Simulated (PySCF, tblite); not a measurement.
# C₂H₅BrF₄Ge₂: geometry, infrared bands and NMR shifts

What infrared bands and NMR shifts should C₂H₅BrF₄Ge₂ (`F[C@H]([GeH2][Br])[GeH2][C](F)(F)F`) show?

Programs: tblite 0.8.0 and PySCF 2.14.0, with density-fitted response routines of our own. Each step states its level of theory. These are calculated values for one molecule in the gas phase, unless marked as measured. Atoms count from 0, in the outputs and in this text.

### Step 1. The starting structure

14 atoms, charge 0, multiplicity 1; geometry from: force field or distance geometry start.

Bonds of the start (Å): F0–C1 1.39, C1–Ge2 1.93, Ge2–Br3 2.35, C1–Ge4 1.94, Ge4–C5 1.94, C5–F6 1.38, C5–F7 1.39, C5–F8 1.39, C1–H9 1.10, Ge2–H10 1.56, Ge2–H11 1.55, Ge4–H12 1.55, Ge4–H13 1.56.

### Step 2. Relaxing the molecule with GFN2-xTB

The job: settings as JSON, then the geometry in Å.

```
{"job": {"kind": "relax", "xc": "GFN2-xTB", "basis": "xTB"}, "charge": 0, "multiplicity": 1}
F     -0.416600    -0.233100     1.785300
C     -0.660800     0.317700     0.527500
Ge    -2.401100    -0.243400    -0.090200
Br    -2.892300     0.824500    -2.120100
Ge     0.706300    -0.312200    -0.694300
C      2.455500     0.252700    -0.080400
F      3.426100    -0.172800    -0.971900
F      2.502400     1.636300     0.015100
F      2.710500    -0.298100     1.167500
H     -0.622600     1.418700     0.607300
H     -3.481600     0.153700     0.955800
H     -2.429500    -1.780000    -0.291300
H      0.654500    -1.856000    -0.774800
H      0.448500     0.291400    -2.107700
```

The run is started by

```
OMP_NUM_THREADS=1 python probes_run.py task.json out
```

The driver reads the jobs from task.json and runs them one after another.

Log:

```text
step      E/eV     max force
  0    -917.61616    1.844
  1    -917.82779    0.928
  2    -917.92002    0.902
  3    -917.94737    0.426
  4    -917.96410    0.248
  5    -917.97181    0.398
  6    -917.98312    0.381
  7    -917.98892    0.215
  8    -917.99494    0.205
  9    -917.99956    0.180
 10    -918.00310    0.175
 11    -918.00520    0.088
 12    -918.00684    0.121
 13    -918.00852    0.132
 14    -918.01021    0.155
 15    -918.01164    0.104
 16    -918.01275    0.084
 17    -918.01362    0.079
 18    -918.01429    0.076
 19    -918.01492    0.067
 20    -918.01571    0.085
 21    -918.01672    0.090
 22    -918.01773    0.092
 23    -918.01843    0.057
 24    -918.01885    0.057
 25    -918.01926    0.066
 26    -918.01982    0.078
 27    -918.02041    0.080
 28    -918.02084    0.045
 29    -918.02107    0.035
 30    -918.02124    0.033
 31    -918.02147    0.056
 32    -918.02175    0.060
 33    -918.02203    0.041
 34    -918.02223    0.033
 35    -918.02239    0.036
 36    -918.02253    0.049
 37    -918.02268    0.041
 38    -918.02280    0.034
 39    -918.02290    0.028
 40    -918.02301    0.037
 41    -918.02314    0.050
 42    -918.02327    0.045
 43    -918.02337    0.026
 44    -918.02343    0.025
 45    -918.02350    0.028
 46    -918.02361    0.030
 47    -918.02373    0.028
 48    -918.02382    0.022
 49    -918.02388    0.024
 50    -918.02394    0.026
 51    -918.02404    0.035
 52    -918.02420    0.042
 53    -918.02437    0.033
 54    -918.02447    0.024
 55    -918.02452    0.025
 56    -918.02457    0.022
 57    -918.02465    0.027
 58    -918.02479    0.038
 59    -918.02497    0.036
 60    -918.02512    0.024
 61    -918.02523    0.027
 62    -918.02530    0.024
 63    -918.02536    0.021
 64    -918.02540    0.013
 65    -918.02543    0.011
 66    -918.02545    0.010
```

It took 1 s on 1 thread of Arm Neoverse N1, shared host; peak memory 0.18 GiB.

The steps of the relaxation: (not every step is listed)

```tsv
step	energy from step 0 (eV)	largest force (eV/Å)
0	0.0000	1.8438
1	-0.2116	0.9276
2	-0.3039	0.9025
3	-0.3312	0.4264
4	-0.3479	0.2482
5	-0.3556	0.3981
6	-0.3670	0.3812
7	-0.3728	0.2151
8	-0.3788	0.2047
13	-0.3924	0.1324
18	-0.3981	0.0757
23	-0.4023	0.0567
28	-0.4047	0.0450
33	-0.4059	0.0405
38	-0.4066	0.0336
43	-0.4072	0.0261
48	-0.4077	0.0225
53	-0.4082	0.0334
58	-0.4086	0.0380
61	-0.4091	0.0269
62	-0.4091	0.0239
63	-0.4092	0.0206
64	-0.4092	0.0127
65	-0.4093	0.0115
66	-0.4093	0.0098
```

Distances of close pairs at the start and the end, largest changes first:

```tsv
bond	before (Å)	after (Å)	change (Å)
Ge2–Br3	2.346	2.266	-0.080
C1–Ge2	1.930	1.997	+0.067
Ge4–C5	1.938	2.001	+0.063
Ge4–H13	1.558	1.500	-0.059
C1–Ge4	1.939	1.992	+0.053
C5–F8	1.388	1.338	-0.050
Ge4–H12	1.547	1.499	-0.048
Ge2–H10	1.555	1.510	-0.045
```

The final coordinates are the input of the step that follows.

### Step 3. Infrared spectrum with GFN2-xTB

The job: settings as JSON, then the geometry in Å.

```
{"job": {"kind": "ir", "xc": "GFN2-xTB", "basis": "xTB"}, "charge": 0, "multiplicity": 1}
F     -0.401570    -0.243539     1.667882
C     -0.673664     0.307592     0.417876
Ge    -2.541278    -0.239535    -0.031763
Br    -3.058489     0.775613    -1.990585
Ge     0.748109    -0.362660    -0.805624
C      2.490661     0.258824    -0.043237
F      3.515384    -0.018829    -0.867467
F      2.494821     1.590422     0.143735
F      2.780424    -0.303600     1.135781
H     -0.601877     1.395019     0.538452
H     -3.520854     0.230613     1.016938
H     -2.650840    -1.728574    -0.249137
H      0.780331    -1.861502    -0.813452
H      0.638165     0.199683    -2.191348
```

Log:

```text
mode    cm-1     km/mol
  1      11.9      2.22
  2      17.9      1.19
  3      21.1      3.68
  4      44.6      1.01
  5      58.6      3.62
  6     117.4      8.21
  7     161.5      1.46
  8     175.9      3.82
  9     216.3      5.29
 10     235.6      7.38
 11     299.4     33.07
 12     308.2     10.73
 13     377.9     21.03
 14     412.1     54.16
 15     453.7     19.21
 16     458.1      1.15
 17     514.5     61.76
 18     584.4     13.92
 19     616.5     82.51
 20     630.9    523.59
 21     644.6     13.91
 22     658.7     73.86
 23     688.3     57.87
 24     776.4    149.27
 25     794.2    187.75
 26     970.6     27.33
 27    1025.6    233.40
 28    1035.3     38.18
 29    1042.5    214.97
 30    1105.4    131.53
 31    1211.2     11.33
 32    1891.5    161.34
 33    1957.5    309.19
 34    1990.4    164.95
 35    2057.4    352.43
 36    2877.7     20.04
```

It took 1.1 s on 1 thread of Arm Neoverse N1, shared host; peak memory 0.18 GiB.

Which atoms move in the most intense modes:

```tsv
cm⁻¹	km/mol	atoms
631	523.6	H13 38 %, H10 18 %, H11 17 %, H12 12 %
794	187.8	H11 43 %, H10 43 %
1026	233.4	C5 62 %, F7 13 %, F6 12 %
1042	215.0	C5 65 %, F8 13 %
1892	161.3	H10 58 %, H11 41 %
1958	309.2	H11 57 %, H10 40 %
1990	164.9	H13 51 %, H12 47 %
2057	352.4	H12 50 %, H13 48 %
```

### Step 4. Nuclear shieldings: PBE0/pcSseg-1

Same as in step 3 but for these lines:

```diff
@@ -1,2 +1,2 @@
-{"job": {"kind": "ir", "xc": "GFN2-xTB", "basis": "xTB"}, "charge": 0, "multiplicity": 1}
+{"job": {"kind": "nmr", "xc": "PBE0", "basis": "pcSseg-1"}, "charge": 0, "multiplicity": 1}
 F     -0.401570    -0.243539     1.667882
```

Level: GIAO PBE0/pcSseg-1 NMR shielding, non-relativistic, gas phase.

Log:

```text
coarse grid: 66088 points
cycle   1  E = -7204.5083457918  dE = -1.450e+00  |g| = 1.638e+00  |ddm| = 3.716e+00
cycle   2  E = -7204.3053859899  dE =  2.030e-01  |g| = 1.884e+00  |ddm| = 1.635e+00
cycle   3  E = -7204.7251302337  dE = -4.197e-01  |g| = 2.864e-01  |ddm| = 1.092e+00
cycle   4  E = -7204.7358621886  dE = -1.073e-02  |g| = 9.408e-02  |ddm| = 1.604e-01
cycle   5  E = -7204.7367407313  dE = -8.785e-04  |g| = 1.824e-02  |ddm| = 4.990e-02
cycle   6  E = -7204.7367797973  dE = -3.907e-05  |g| = 4.969e-03  |ddm| = 1.203e-02
cycle   7  E = -7204.7367835957  dE = -3.798e-06  |g| = 1.608e-03  |ddm| = 3.957e-03
final grid: 134848 points
cycle   8  E = -7204.7368230728  dE =  4.547e-07  |g| = 2.343e-03  |ddm| = 2.600e-03
cycle   9  E = -7204.7368217744  dE =  1.298e-06  |g| = 3.577e-03  |ddm| = 3.400e-03
cycle  10  E = -7204.7368240219  dE = -2.247e-06  |g| = 1.643e-04  |ddm| = 2.063e-03
cycle  11  E = -7204.7368240250  dE = -3.054e-09  |g| = 2.988e-05  |ddm| = 8.730e-05
cycle  12  E = -7204.7368240251  dE = -1.201e-10  |g| = 4.285e-06  |ddm| = 1.789e-05
converged SCF energy = -7204.7368240251

GIAO shielding tensors (ppm)
atom      isotropic    diamagn.    paramagn.     s11        s22        s33       span
  0 F      454.160     475.856     -21.696    407.789    457.209    497.484     89.695
  1 C       96.522     249.528    -153.006     38.372     71.648    179.546    141.174
  2 Ge    1401.515    2753.304   -1351.789   1340.731   1382.143   1481.671    140.940
  3 Br    2834.121    3123.449    -289.328   2734.645   2853.245   2914.472    179.827
  4 Ge    1490.208    2754.616   -1264.408   1403.484   1511.700   1555.438    151.954
  5 C       47.716     251.500    -203.783     42.374     44.302     56.472     14.098
  6 F      235.479     471.497    -236.018    138.686    239.418    328.331    189.645
  7 F      239.824     475.573    -235.748    143.141    248.005    328.327    185.187
  8 F      235.077     474.852    -239.775    141.114    240.840    323.277    182.164
  9 H       25.476      30.444      -4.967     24.045     24.954     27.430      3.385
 10 H       26.111      26.644      -0.534     18.698     21.183     38.451     19.753
 11 H       26.344      27.277      -0.932     19.974     21.413     37.646     17.672
 12 H       27.261      28.623      -1.362     20.112     23.733     37.939     17.827
 13 H       27.031      28.420      -1.390     19.002     24.694     37.396     18.393
```

Wall time 2.2 min (1 thread of Arm Neoverse N1, shared host); peak memory 1.2 GiB.

Shifts follow as δ = σ(reference) − σ, with reference shieldings (ppm) from runs at the same level and on the same kind of geometry: 1H TMS 31.72, 13C TMS 186.9, 19F CFCl3 170.9, 73Ge GeMe4 1331, 79Br HBr 2622. The references are single molecules in the gas phase, so shifts against H2O, NH3, PH3, H3PO4 or CFCl3 are not on the usual liquid scales and can be off by tens of ppm. Atoms listed in one row are averaged.

```tsv
atoms	environment	σ (ppm)	δ (ppm)
C5	CF3 carbon	47.7	139.2
C1	sp3 CH bonded to F and 2 Ge	96.5	90.4
H9	hydrogen on an sp3 CH bonded to F and 2 Ge	25.48	6.24
H10	hydrogen on a germanium bonded to C, Br	26.11	5.61
H11	hydrogen on a germanium bonded to C, Br	26.34	5.37
H13	hydrogen on a germanium bonded to 2 C	27.03	4.69
H12	hydrogen on a germanium bonded to 2 C	27.26	4.46
F6, F7, F8	fluorine of a CF3 group	236.8	-65.8
F0	fluorine on an sp3 carbon	454.2	-283.2
Ge2	germanium bonded to C, Br, 2 H	1402	-71
Ge4	germanium bonded to 2 C, 2 H	1490	-159
Br3	bromine bonded to Ge	2834	-212
```

The run also stored atomic charges by several schemes (e):

```tsv
atoms	Mulliken	IAO	Hirshfeld	ESP fit
F0	-0.32	-0.31	-0.11	-0.17
C1	-0.34	-0.29	-0.09	0.04
Ge2	0.54	0.62	0.33	0.05
Br3	-0.36	-0.25	-0.13	-0.13
Ge4	0.45	0.60	0.31	0.00
C5	0.54	0.59	0.17	0.48
F6, F7, F8	-0.27	-0.28	-0.10	-0.18
```

Mayer bond orders: F0–C1 0.79, C1–Ge2 0.86, Ge2–Br3 0.92, C1–Ge4 0.85, Ge4–C5 0.81, C5–F6 0.96, C5–F7 0.96, C5–F8 0.97.

The fields below are evaluated on a grid from the run's orbitals.

Frontier orbitals at PBE0/pcSseg-1, with the share of their density that lies nearest to each atom:

```tsv
orbital	energy (eV)	lies on
HOMO	-8.35	Br3 39 %; C1 20 %; F0 12 %
LUMO	-0.65	Ge2 25 %; Br3 23 %; H10, H11 about 11 % each
```

ELF in a plane through or near 6 of the atoms.

Values, 10 rows by 14 columns:
```
0.00 0.00 0.00 0.00 0.00 0.00 0.00 0.00 0.00 0.00 0.00 0.00 0.00 0.00
0.00 0.00 0.00 0.00 0.00 0.00 0.00 0.01 0.00 0.00 0.00 0.00 0.00 0.00
0.00 0.00 0.00 0.04 0.08 0.00 0.10 0.57 0.33 0.00 0.25 0.45 0.00 0.00
0.00 0.00 0.02 0.63 0.70 0.08 0.15 0.76 0.35 0.06 0.97 1.00 0.66 0.00
0.00 0.00 0.01 0.25 0.63 0.26 0.15 0.34 0.71 0.20 0.17 0.98 0.48 0.00
0.00 0.02 0.68 0.76 0.37 0.69 0.54 0.78 0.65 0.27 0.46 0.21 0.01 0.00
0.00 0.01 0.48 0.86 0.10 0.27 0.47 0.30 0.03 0.25 0.44 0.34 0.06 0.00
0.00 0.00 0.02 0.13 0.00 0.59 0.98 0.59 0.01 0.42 0.66 0.58 0.10 0.00
0.00 0.00 0.00 0.00 0.00 0.19 0.70 0.14 0.00 0.16 0.39 0.26 0.00 0.00
0.00 0.00 0.00 0.00 0.00 0.00 0.00 0.00 0.00 0.00 0.00 0.00 0.00 0.00
```
The map spans 12.2 Å across and 9.1 Å up, centred on the molecule. Atoms in the plane (x, y in Å): C1 (0.7, 0.6), Ge2 (2.6, 0.1), Ge4 (-0.7, -0.7), C5 (-2.5, 0.1), F6 (-3.5, -0.7), H10 (3.5, 1.2).

On the surface of density 0.002 e/bohr³ the electrostatic potential runs, from the 1st to the 99th percentile, from -0.69 V near F0 to 1.62 V near H11.

### Step 5. Results

```
                                                                 quantity                             value
                                strongest single infrared mode (GFN2-xTB)              631 cm⁻¹, 524 km/mol
                                             zero-point energy (GFN2-xTB)                     37.8 kcal/mol
                                   13C shifts against TMS (PBE0/pcSseg-1)                   139.2, 90.4 ppm
                                    1H shifts against TMS (PBE0/pcSseg-1)  6.24, 5.61, 5.37, 4.69, 4.46 ppm
19F shifts against CFCl3 (PBE0/pcSseg-1, means over atoms taken as alike)                 -65.8, -283.2 ppm
                                73Ge shifts against GeMe4 (PBE0/pcSseg-1)                     -71, -159 ppm
                                  79Br shifts against HBr (PBE0/pcSseg-1)                          -212 ppm
                                    surface potential, 1st and 99th percentile                -0.69 V and 1.62 V
```

**Reading.** The optimisation took 66 steps and gained 0.409 eV; among the close pairs (by a distance rule), Ge2–Br3 changed most, from 2.346 to 2.266 Å. All 36 modes are real, so the xTB geometry is a minimum. The strongest single mode, at 631 cm⁻¹, is spread over several atoms, H13, H10, H11, H12 among them. Unscaled tight-binding wavenumbers are off by several per cent, some by more. Its intensities can rank the bands wrongly. H9 (hydrogen on an sp3 CH bonded to F and 2 Ge) lies farthest downfield among hydrogen, at 6.24 ppm; its carbon carries F, an electronegative neighbour. At PBE0/pcSseg-1, counted by nearest atom on the grid, the HOMO lies on Br3 39 %; C1 20 %, the LUMO on Ge2 25 %; Br3 23 %. Spin-orbit coupling is left out, which matters for shieldings and couplings at and beside the heavy atoms.
